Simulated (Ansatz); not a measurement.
# LuAgO2: how the settings move a relaxation

How sensitive is a relaxation of LuAgO2 to its settings? A reference run comes first, then one run with altered input.

Method: reference: DFT, PBEsol, PAW with Ansatz's default frozen-core files, scalar-relativistic; relaxation of cell and atoms, in Ansatz 0.2.0.

### 1 The starting structure

The structure is trigonal, space group R-3m (No. 166). The conventional cell has a = 3.374 Å, b = 3.374 Å, c = 18.590 Å, α = 90.00°, β = 90.00°, γ = 120.00°. Lu (site symmetry -3m) has 6 O at 2.20 Å in its first shell of neighbours. Ag (site symmetry -3m) is surrounded by 2 O at 2.07 Å. O (site symmetry 3m) has 1 Ag at 2.07 Å and 3 Lu at 2.20 Å in its first shell of neighbours.

Structure file:

```cif
data_structure
_symmetry_space_group_name_H-M 'R-3m:H'
_symmetry_Int_Tables_number 166
_cell_length_a 3.3736
_cell_length_b 3.3736
_cell_length_c 18.5899
_cell_angle_alpha 90.000
_cell_angle_beta 90.000
_cell_angle_gamma 120.000
_cell_volume 183.23
loop_
_atom_site_label
_atom_site_type_symbol
_atom_site_symmetry_multiplicity
_atom_site_Wyckoff_symbol
_atom_site_fract_x
_atom_site_fract_y
_atom_site_fract_z
_atom_site_occupancy
Lu1 Lu 3 b 0.66667 0.33333 0.83333 1
Ag1 Ag 3 a 0.00000 0.00000 0.00000 1
O1 O 6 c 0.00000 0.00000 0.88890 1
```

### 2 The reference run

The input, input.yaml:

```yaml
crystal:
  lattice:
    - [1.68680214201, 0.97387567076, 6.19663095]
    - [-1.68680214201, 0.97387567076, 6.19663095]
    - [0.0, -1.94775134152, 6.19663095]
  atoms:
    - { symbol: Lu, position: [0.5, 0.5, 0.5] }
    - { symbol: Ag, position: [0.0, 0.0, 0.0] }
    - { symbol: O, position: [0.88889974, 0.88889974, 0.88889974] }
    - { symbol: O, position: [0.11110026, 0.11110026, 0.11110026] }
kpoints:
  mp_grid: { grid: [10, 10, 10] }
scf:
  occupations: { method: fermi_dirac, width: 0.05 }
hamiltonian:
  xc: pbesol
  pseudopotentials: { kind: paw }
relax:
  f_tol: 0.002
  max_steps: 80
  cell: {}
output:
  forces: true
  stress: true
```

On the command line:

```console
ansatz run input.yaml --threads 1 --pin off --max-ram 3072MiB --backend cpu --events-out ev --progress --plain --runs-dir out
```

### 3 A run with other settings

Edit input.yaml of step 2 so:

```diff
@@ -11,5 +11,5 @@
 kpoints:
-  mp_grid: { grid: [10, 10, 10] }
+  mp_grid: { grid: [6, 6, 6] }
 scf:
-  occupations: { method: fermi_dirac, width: 0.05 }
+  occupations: { method: fixed }
 hamiltonian:
@@ -17,2 +17,3 @@
   pseudopotentials: { kind: paw }
+  dispersion: d4
 relax:
@@ -24 +25,5 @@
   stress: true
+  write_density: true
+  write_potential: true
+  elf: true
+  volumetric_format: npy
```

(Steps that only read results are left out.)

Before running it: what results should come out? Wanted: for each run, ending; energy change; pressure; gap; force.

The runs gave:

```csv
run,ending,energy change,pressure (GPa),gap (eV),force (eV/Å),cycles,time
reference,converged,0,0.0,2.15,0.00,48,87 s
"1: mp_grid.grid [6, 6, 6], occupations.method fixed, dispersion d4",converged,-146.3 meV/atom (σ→0) (dispersion and other settings together),0.0,2.17,0.00,44,34 s
```

Times don't compare one to one where runs were asked for different outputs or read a saved state (see the inputs); cycles may leave out searches for a lower state.

Changing the k-point mesh, smearing and dispersion term moves the energy by -146.3 meV/atom (σ→0 values), and the gap on the mesh goes from 2.15 to 2.17 eV and the final volume goes from 61.39 to 60.56 Å³. More than one kind of setting changed, and this run alone doesn't tell their shares apart. A gap read on a mesh depends on which points the mesh holds, and a coarse mesh shifts the density too. The gap of the reference lacks spin-orbit coupling, though the cell holds Lu.

The gaps are Kohn-Sham values of a semilocal functional, not quasiparticle or optical gaps. Such gaps usually fall short of the measured ones.
